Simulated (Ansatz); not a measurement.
# Bi: a relaxation

Wanted: a converged relaxation for Bi, and a check of what comes out. The structure is shown as the input types it.

Computed with Ansatz 0.2.0 (DFT, r2SCAN, PAW with Ansatz's default frozen-core files, scalar-relativistic; relaxation of cell and atoms, unless a step's input says otherwise).

1 further run of the same task is left out (it didn't finish).

### Step 1. Starting point

The structure is monoclinic, space group P2/m (No. 10). Conventional cell: a = 3.238 Å, b = 3.222 Å, c = 6.444 Å, α = 90.00°, β = 90.72°, γ = 90.00°. Bi (site symmetry m) is surrounded by 6 Bi at 3.22 to 3.24 Å.

As a file:

```xyz
2
Lattice="3.2384 0.0000 0.0000 0.0000 3.2216 0.0000 -0.0805 0.0000 6.4439" Properties=species:S:1:pos:R:3 pbc="T T T"
Bi    1.4558    0.0000    1.6137
Bi    1.7022    0.0000    4.8302
```

### Step 2. The calculation

input.yaml reads:

```yaml
crystal:
  lattice:
    - [3.238376246, 0.0, 0.0]
    - [0.0, 3.22164332, 0.0]
    - [-0.0804548793, 0.0, 6.4438887882]
  atoms:
    - { symbol: Bi, position: [0.45575275, 0.0, 0.25042211] }
    - { symbol: Bi, position: [0.54424725, 0.0, 0.74957789] }
kpoints:
  mp_grid: { grid: [12, 12, 6] }
scf:
  occupations: { method: fermi_dirac, width: 0.05 }
  max_iter: 100
hamiltonian:
  xc: r2scan
  pseudopotentials: { kind: paw }
relax:
  f_tol: 0.002
  max_steps: 80
  cell: {}
output:
  forces: true
  stress: true
basis:
  ecutrho_ratio: 2
```

On the command line:

```
$ ansatz run input.yaml --threads 1 --pin off --max-ram 3072MiB --backend cpu --events-out ev --progress --plain --runs-dir out
```

What happens when this is run?

The run converged and reported no error, with warnings (cutoff below recommended). Its log warns: «basis.ecutrho_ratio = 2 (ecutrho = 1000 eV) is below the records' recommended 2000 eV»

The suspect setting: basis.ecutrho_ratio is 2. The risk: density grid too coarse. The run converged, but that does not make its result sound.

Run again and compare: delete basis.ecutrho_ratio (the default then holds).
